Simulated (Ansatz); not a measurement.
# CH5GaO2S: a ladder of functionals and wavefunction methods

One table from this session's results is given with a row withheld; the runs are named, their logs left out.

Method: functionals in def2-TZVPP, the program's frozen cores in correlated methods; program: Ansatz 0.2.0, Gaussian basis.

Plan: PBE-D4, r2SCAN-D4, PBE0-D4, B3LYP-D4, ωB97X-V, ωB97M-V, B2PLYP; CCSD(T)/def2-TZVPP; MP2/def2-QZVPP; extrapolation to the limit.

## Structure used throughout

An earlier PBE0-D4 in a triple-zeta def2 set relaxation fixed the geometry.

SMILES `C[O][Ga]([OH])[SH]`, 10 atoms, charge 0, spin multiplicity 1.

Atoms are counted from 1 here; the program's logs count them from 0.

Bond lengths: C1–O2 1.407 Å, C1–H6 1.095 Å, C1–H7 1.098 Å, C1–H8 1.095 Å, O2–Ga3 1.774 Å, Ga3–O4 1.775 Å, Ga3–S5 2.185 Å, O4–H9 0.961 Å, S5–H10 1.344 Å. Angles: O2–C1–H6 110.1°, O2–C1–H7 113.4°, O2–C1–H8 109.5°, H6–C1–H7 107.8°, H6–C1–H8 108.2°, H7–C1–H8 107.7°, C1–O2–Ga3 123.4°, O2–Ga3–O4 117.6°, O2–Ga3–S5 122.0°, O4–Ga3–S5 120.5°, Ga3–O4–H9 112.6°, Ga3–S5–H10 91.6°.

Set-up of the first run:

Contents of in.yaml:

```yaml
crystal:
  periodic: [false, false, false]
  atoms:
    - {symbol: C, position_ang: [0.318124, -1.128613, -1.452596]}
    - {symbol: O, position_ang: [0.893172, -0.487922, -0.340310]}
    - {symbol: Ga, position_ang: [-0.022574, 0.551413, 0.767675]}
    - {symbol: O, position_ang: [0.855016, 1.273781, 2.131078]}
    - {symbol: S, position_ang: [-2.151506, 0.952143, 0.483256]}
    - {symbol: H, position_ang: [0.320504, -2.213886, -1.304936]}
    - {symbol: H, position_ang: [-0.716997, -0.818940, -1.647630]}
    - {symbol: H, position_ang: [0.906784, -0.904096, -2.347844]}
    - {symbol: H, position_ang: [1.783032, 1.026316, 2.146313]}
    - {symbol: H, position_ang: [-2.185544, 1.749795, 1.564995]}
basis:
  gaussian: {orbitals: def2-TZVPP}
hamiltonian: {xc: pbe, dispersion: d4}
output: {forces: true, orbitals: {seedname: orbitals}}
```

On the command line:

```bash
$ ansatz run in.yaml --threads 2 --pin off --events-out ev --progress --plain --max-ram 32768MiB --backend cpu
```

Among the steps run: PBE-D4 (GGA); r2SCAN-D4 (meta-GGA); PBE0-D4 (hybrid); B3LYP-D4 (hybrid); ωB97X-V (range-separated); ωB97M-V (range-separated); B2PLYP (double hybrid); CCSD(T) in def2-TZVPP; MP2 in def2-QZVPP.

One of the session's tables, all rows but one given; the rest of the session is left out.

```
            method  atomisation energy (kJ/mol)
            PBE-D4                       3560.2
         r2SCAN-D4                       3514.8
           PBE0-D4                       3476.3
          B3LYP-D4                       3467.2
           ωB97X-V                            ?
           ωB97M-V                       3500.1
            B2PLYP                       3452.4
     HF/def2-TZVPP                       2428.6
    MP2/def2-TZVPP                       3512.3
   CCSD/def2-TZVPP                       3363.7
CCSD(T)/def2-TZVPP                       3426.6
           MP2/CBS                       3604.8
       CCSD(T)/CBS                       3519.1
```

Estimate the missing values for ωB97X-V.

**Answer.** atomisation energy (kJ/mol): 3510.8. In the column «atomisation energy (kJ/mol)» it lies between ωB97M-V (3500.1) and MP2/def2-TZVPP (3512.3).

Limits of these values: Free atoms (1 C, 2 O, 1 Ga, 1 S, 5 H) were run apart at each level; the atomisation energy is their sum less the molecule, without zero-point or spin-orbit terms.
